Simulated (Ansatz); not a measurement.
**AlBH₄NSb: small, medium and large basis sets**

One table from this session's results is given with a row withheld; the runs are named, their logs left out.

Computed with Ansatz 0.2.0, Gaussian basis. Level: one geometry, several basis sets.

Plan: PBE0-D4/def2-SVP; ωB97M-V/def2-SVP; PBE0-D4/def2-QZVPP; ωB97M-V/def2-QZVPP; the functionals' def2-TZVPP values are taken from earlier runs.

**Structure used throughout**

An earlier PBE0-D4 in a triple-zeta def2 set relaxation fixed the geometry. Sb takes the def2 core potential; no spin-orbit term is included.

8 atoms, charge 0, spin multiplicity 1.

Atoms are counted from 1 here; the program's logs count them from 0.

Bond lengths: B1–N2 1.395 Å, B1–Al4 2.131 Å, B1–H5 1.200 Å, N2–Sb3 2.104 Å, N2–H6 1.014 Å, Sb3–Al4 2.694 Å, Sb3–H7 1.722 Å, Al4–H8 1.592 Å. Angles: N2–B1–Al4 97.2°, N2–B1–H5 121.8°, Al4–B1–H5 141.0°, B1–N2–Sb3 118.9°, B1–N2–H6 121.8°, Sb3–N2–H6 119.2°, N2–Sb3–Al4 66.9°, N2–Sb3–H7 94.3°, Al4–Sb3–H7 90.3°, B1–Al4–Sb3 77.0°, B1–Al4–H8 149.1°, Sb3–Al4–H8 133.9°.

The first run:

in.yaml

```yaml
crystal:
  periodic: [false, false, false]
  atoms:
    - {symbol: B, position_ang: [-0.910338, 0.759944, -0.235068]}
    - {symbol: N, position_ang: [0.398770, 1.060951, 0.140962]}
    - {symbol: Sb, position_ang: [1.867584, -0.439314, 0.001215]}
    - {symbol: Al, position_ang: [-0.591375, -1.298712, -0.684796]}
    - {symbol: H, position_ang: [-1.780747, 1.585984, -0.212207]}
    - {symbol: H, position_ang: [0.667002, 1.989808, 0.447332]}
    - {symbol: H, position_ang: [1.626447, -1.005950, 1.609351]}
    - {symbol: H, position_ang: [-1.185042, -2.709910, -1.122588]}
basis:
  gaussian: {orbitals: def2-SVP}
hamiltonian: {xc: pbe0, dispersion: d4}
output: {orbitals: {seedname: orbitals}}
```

Started as:

```sh
ansatz run in.yaml --threads 2 --pin off --events-out ev --progress --plain --max-ram 4352MiB
```

Among the steps run: PBE0-D4 in def2-SVP; ωB97M-V in def2-SVP; PBE0-D4 in def2-QZVPP; ωB97M-V in def2-QZVPP.

One of the session's tables, all rows but one given; the rest of the session is left out.

It belongs to the step «Functionals by basis». 

```
functional       basis  HOMO (eV)  LUMO (eV)
   PBE0-D4    def2-SVP      -5.99      -2.02
   PBE0-D4  def2-TZVPP      -6.01      -2.07
   PBE0-D4  def2-QZVPP          ?          ?
   ωB97M-V    def2-SVP      -7.86      -0.26
   ωB97M-V  def2-TZVPP      -7.91      -0.37
   ωB97M-V  def2-QZVPP      -7.91      -0.46
```

Estimate the missing values for PBE0-D4, def2-QZVPP.

**Answer.** HOMO (eV): -6.02; LUMO (eV): -2.09. In the column «HOMO (eV)» it lies between ωB97M-V, def2-SVP (-7.86) and PBE0-D4, def2-TZVPP (-6.01).
